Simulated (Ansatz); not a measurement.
Mo, space group P6/mmm: a comparison of functionals at one structure, run with Ansatz 0.2.0, Python API.

The script, `mo_xc.py`:
```python
"""Functional comparison for Mo (totals differ with the potentials too)."""

import ansatz
import numpy as np

vectors = np.array([
    [2.73551, 0.0, 0.0],
    [-1.367755, 2.369021, 0.0],
    [0.0, 0.0, 2.555181],
])
mo = ansatz.Lattice.of(vectors).atom("Mo", [0.0, 0.0, 0.5])

job = (
    mo.calculation()
    .kpoints(9, 9, 8)
    .occupations("fermi_dirac", width=50 * ansatz.meV)
    .stress()
)

rows = []
for value in ["lda", "blyp", "pbesol"]:
    r = job.functional(value).run().report
    rows.append((value, r["free_energy_ev"] / len(r["lattice"]["sites"]), r["n_iterations"], sum(r["stress_gpa"][i][i] for i in range(3)) / 3, r["n_kpoints"]))

print("  functional   F/atom (eV)    iterations       P (GPa)      k-points")
for row in rows:
    print(f"{str(row[0]):>12s}  {row[1]:12.5f}  {row[2]:12d}  {row[3]:12.3f}  {row[4]:12d}")
```

Which functional puts this cell under the lowest pressure, and which under the highest?

From lowest to highest: LDA (-7.8 GPa), PBEsol (-3.5 GPa) and BLYP (13.0 GPa). At a fixed cell a lower pressure usually means a smaller equilibrium volume, so LDA prefers the smallest cell and BLYP the largest.

The output:

```console
$ python mo_xc.py
DeckWarning: basis.ecutwfc = 420 eV, auto-derived from the records' recommended cutoffs: set by Mo (normal level)
  functional   F/atom (eV)    iterations       P (GPa)      k-points
         lda   -4841.91046             6        -7.769            60
        blyp   -4968.26287             6        12.970            60
      pbesol   -4896.52058             6        -3.458            60
```
(Warnings from the package without file and line.)

Caveats:
- BLYP can be off by several per cent in the lattices of metals, and by several GPa in the pressure at a fixed cell.
- For a metal this k-point mesh is coarse: on a finer one energies can move by several to tens of meV an atom and pressures by half a GPa or more, differences at one mesh by less.
- Pressure is positive in compression.
- This isn't the structure that Mo takes at ambient conditions.
- Total energies of different functionals can't be compared; pressures, moments and gaps at this one structure can.
- Hardware and time: 3.1 s on 1 thread of Arm Neoverse V1, with other jobs on the host, peak memory 0.33 GiB.

(Lines on the test bed's own set-up are left out of the output.)
